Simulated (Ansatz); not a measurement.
**H₅PSSn: how energies converge with the basis set**

The task here is to estimate one member of a computed series from the others.

Method: one geometry, several basis sets; program: Ansatz 0.2.0, Gaussian basis.

Levels to be run: PBE0-D4/def2-SVP; ωB97M-V/def2-SVP; PBE0-D4/def2-QZVPP; ωB97M-V/def2-QZVPP; the functionals' def2-TZVPP values are taken from earlier runs.

## The relaxed structure

An earlier PBE0-D4 in a triple-zeta def2 set relaxation fixed the geometry. Sn takes the def2 core potential; no spin-orbit term is included.

SMILES `[PH2][SnH2][SH]`, 8 atoms, charge 0, spin multiplicity 1.

Atoms are counted from 1 here; the program's logs count them from 0.

Bond lengths: P1–Sn2 2.499 Å, P1–H4 1.421 Å, P1–H5 1.423 Å, Sn2–S3 2.411 Å, Sn2–H6 1.709 Å, Sn2–H7 1.710 Å, S3–H8 1.343 Å. Angles: Sn2–P1–H4 92.4°, Sn2–P1–H5 92.3°, H4–P1–H5 93.0°, P1–Sn2–S3 104.6°, P1–Sn2–H6 114.9°, P1–Sn2–H7 109.7°, S3–Sn2–H6 107.4°, S3–Sn2–H7 109.9°, H6–Sn2–H7 110.2°, Sn2–S3–H8 93.6°.

Set-up of the first run:

in.yaml

```yaml
crystal:
  periodic: [false, false, false]
  atoms:
    - {symbol: P, position_ang: [-1.142685, 0.603289, -1.565484]}
    - {symbol: Sn, position_ang: [0.589122, 0.064387, 0.153682]}
    - {symbol: S, position_ang: [0.443192, -2.325531, 0.432181]}
    - {symbol: H, position_ang: [-2.182182, 0.622534, -0.597142]}
    - {symbol: H, position_ang: [-0.906481, 2.001197, -1.447163]}
    - {symbol: H, position_ang: [0.328319, 0.773880, 1.686547]}
    - {symbol: H, position_ang: [2.136937, 0.486688, -0.437313]}
    - {symbol: H, position_ang: [0.825979, -2.283545, 1.718791]}
basis:
  gaussian: {orbitals: def2-SVP}
hamiltonian: {xc: pbe0, dispersion: d4}
output: {orbitals: {seedname: orbitals}}
```

On the command line:

```sh
ansatz run in.yaml --threads 2 --pin off --events-out ev --progress --plain --max-ram 4352MiB
```

Steps of the session up to this table: PBE0-D4 in def2-SVP; ωB97M-V in def2-SVP; PBE0-D4 in def2-QZVPP; ωB97M-V in def2-QZVPP.

One of the session's tables, all rows but one given; the rest of the session is left out.

It belongs to the step «Functionals by basis». 

```
functional       basis  HOMO (eV)
   PBE0-D4    def2-SVP      -7.07
   PBE0-D4  def2-TZVPP      -7.22
   PBE0-D4  def2-QZVPP      -7.25
   ωB97M-V    def2-SVP      -9.17
   ωB97M-V  def2-TZVPP          ?
   ωB97M-V  def2-QZVPP      -9.38
```

**Question.** Estimate the row for ωB97M-V, def2-TZVPP.

As computed: HOMO (eV): -9.35. In the column «HOMO (eV)» it lies between ωB97M-V, def2-QZVPP (-9.38) and ωB97M-V, def2-SVP (-9.17).
